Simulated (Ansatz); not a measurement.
# SnSe (rocksalt type): how the settings move a single-point run

Question: which choices in the input matter for SnSe (rocksalt type)?

Method: reference: DFT, LDA, PAW with Ansatz's default frozen-core files, scalar-relativistic, in Ansatz 0.2.0.

## (1) The structure to begin with

The structure is cubic, space group Fm-3m (No. 225). The conventional cell has a = 4.832 Å, b = 4.832 Å, c = 4.832 Å, α = 90.00°, β = 90.00°, γ = 90.00°. Sn (site symmetry m-3m) has 6 Se at 2.42 Å as nearest neighbours. Se (site symmetry m-3m) has 6 Sn at 2.42 Å as nearest neighbours.

Coordinates:

```cif
data_structure
_symmetry_space_group_name_H-M 'Fm-3m'
_symmetry_Int_Tables_number 225
_cell_length_a 4.8316
_cell_length_b 4.8316
_cell_length_c 4.8316
_cell_angle_alpha 90.000
_cell_angle_beta 90.000
_cell_angle_gamma 90.000
_cell_volume 112.79
loop_
_atom_site_label
_atom_site_type_symbol
_atom_site_symmetry_multiplicity
_atom_site_Wyckoff_symbol
_atom_site_fract_x
_atom_site_fract_y
_atom_site_fract_z
_atom_site_occupancy
Sn1 Sn 4 a 0.00000 0.00000 0.00000 1
Se1 Se 4 b 0.50000 0.00000 0.00000 1
```

## (2) The reference run

Contents of input.yaml:

```yaml
crystal:
  lattice:
    - [0.0, 2.4157992045, 2.4157992045]
    - [2.4157992045, 0.0, 2.4157992045]
    - [2.4157992045, 2.4157992045, 0.0]
  atoms:
    - { symbol: Sn, position: [0.0, 0.0, 0.0] }
    - { symbol: Se, position: [0.5, 0.5, 0.5] }
kpoints:
  mp_grid: { grid: [14, 14, 14] }
  band_path:
    path:
      - [0.0, 0.0, 0.0]
      - [0.5, 0.0, 0.5]
      - [0.625, 0.25, 0.625]
      - [0.375, 0.375, 0.75]
      - [0.0, 0.0, 0.0]
      - [0.5, 0.5, 0.5]
      - [0.5, 0.25, 0.75]
      - [0.5, 0.0, 0.5]
    npoints: 8
scf:
  occupations: { method: fermi_dirac, width: 0.05 }
hamiltonian:
  xc: lda
  pseudopotentials: { kind: paw }
output:
  forces: true
  stress: true
  eigenvalues: true
  populations: true
  dos: { projected: true, de: 0.2, e_range: [-14, 8] }
  write_density: true
  write_potential: true
  elf: true
  volumetric_format: npy
```

The run is started by

```sh
$ ansatz run input.yaml --threads 1 --pin off --max-ram 2048MiB --backend cpu --events-out ev --progress --plain --runs-dir out
```

## (3) Changing settings: symmetry.detect false, ecutwfc 300 eV

Edit input.yaml of step 2 so:

```diff
@@ -8,2 +8,3 @@
     - { symbol: Se, position: [0.5, 0.5, 0.5] }
+  symmetry: { detect: false }
 kpoints:
@@ -31,6 +32,3 @@
   populations: true
-  dos: { projected: true, de: 0.2, e_range: [-14, 8] }
-  write_density: true
-  write_potential: true
-  elf: true
-  volumetric_format: npy
+basis:
+  ecutwfc: "300 eV"
```

Q: Predict the outcome of this session. Wanted: for each run, ending; energy change; pressure; gap; force.

As calculated:

| run | ending | energy change | pressure (GPa) | gap (eV) | force (eV/Å) | cycles | time |
| --- | --- | --- | --- | --- | --- | --- | --- |
| reference | converged | 0 | 128.0 | 0.00 | 0.00 | 6 | 2.6 s |
| 1: symmetry.detect false, ecutwfc 300 eV | converged | +49.5 meV/atom | 128.4 | 0.00 | 0.00 | 7 | 30 s |

Times don't compare one to one where runs were asked for different outputs or read a saved state (see the inputs); cycles may leave out searches for a lower state.

Residual by cycle in the longest SCF loop of each run; runs are numbered as in the table. The quantity is the density residual dr2, in eV.

| cycle | reference | run 1 |
| --- | --- | --- |
| 1 | 0.0118 | 0.0135 |
| 2 | 0.00285 | 0.00367 |
| 3 | 1.1e-4 | 7.0e-5 |
| 4 | 5.0e-6 | 1.4e-6 |
| 5 | 8.6e-7 | 6.3e-7 |
| 6 | 3.0e-8 | 9.2e-8 |
| 7 | - | 1.8e-9 |

**Reading.** Changing the use of symmetry and cutoff moves the energy by +49.5 meV/atom, and the pressure goes from 128.0 to 128.4 GPa. The log warns that the cutoff is under what these potentials recommend, so the shift is basis error. Semilocal functionals close small gaps, so the missing gap need not be the real solid's. Run 1 ran under the cutoff that the potentials recommend, as the log warns, so basis error is mixed into its values. The structure is not at rest: the sound run finds 128 GPa, so these are no properties of the relaxed crystal. 
